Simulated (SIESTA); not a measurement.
Runs of SIESTA 5.4.2 on Sn3Te. The structure is tetragonal, space group I4/mmm (No. 139). The conventional cell has a = 4.602 Å, b = 4.602 Å, c = 11.033 Å, α = 90.00°, β = 90.00°, γ = 90.00°. Te (site symmetry 4/mmm) has 12 Sn at 3.25 to 3.59 Å as nearest neighbours. Sn (site symmetry 4/mmm) is surrounded by 4 Te at 3.25 Å and 8 Sn at 3.59 Å. Around Sn (site symmetry -4m2) lie 8 Sn at 3.25 to 3.59 Å and 4 Te at 3.59 Å. The cell comes from a database or a generator and needn't be the stable form of this composition.

```tsv
task	level	potentials or basis	gap on the mesh (eV)	pressure (GPa)	V0 of scaled cells (Å³/atom)	B0 (GPa)
band structure	PBE	PseudoDojo 0.4 standard (PBE files), DZP (energy shift 0.003 Ry; two zetas on semicore shells)	none	0.4	-	-
band structure	PBEsol	PseudoDojo 0.4 standard (PBEsol files), DZP (energy shift 0.003 Ry; two zetas on semicore shells)	none	-2.2	-	-
equation of state	PBE	PseudoDojo 0.4 standard (PBE files), DZP (energy shift 0.003 Ry; two zetas on semicore shells)	-	-	(a)	(b)
equation of state	PBEsol	PseudoDojo 0.4 standard (PBEsol files), DZP (energy shift 0.003 Ry; two zetas on semicore shells)	-	-	27.85	50
```

Alike in all rows: no spin polarisation; cell as given; k mesh 8 × 8 × 8; smearing fermi-dirac 0.05 eV; grid cutoff 500 Ry; energy shift 0.003 Ry.

Task: Fill in the values left out.

Result: (a) 29.50; (b) 43.

Caveats: the basis of atomic orbitals isn't converged, which shifts pressures, moduli and gaps; the cell was scaled at fixed shape and fractional positions, which overstates the stiffness of a crystal with free parameters, most of all of layers and chains (some runs).

A k mesh can miss the band edges, and the runs leave out spin-orbit coupling on Sn, Te.

A gap of «none» marks a metal or a gap under the smearing width.

Not every run made on this cell is shown here.
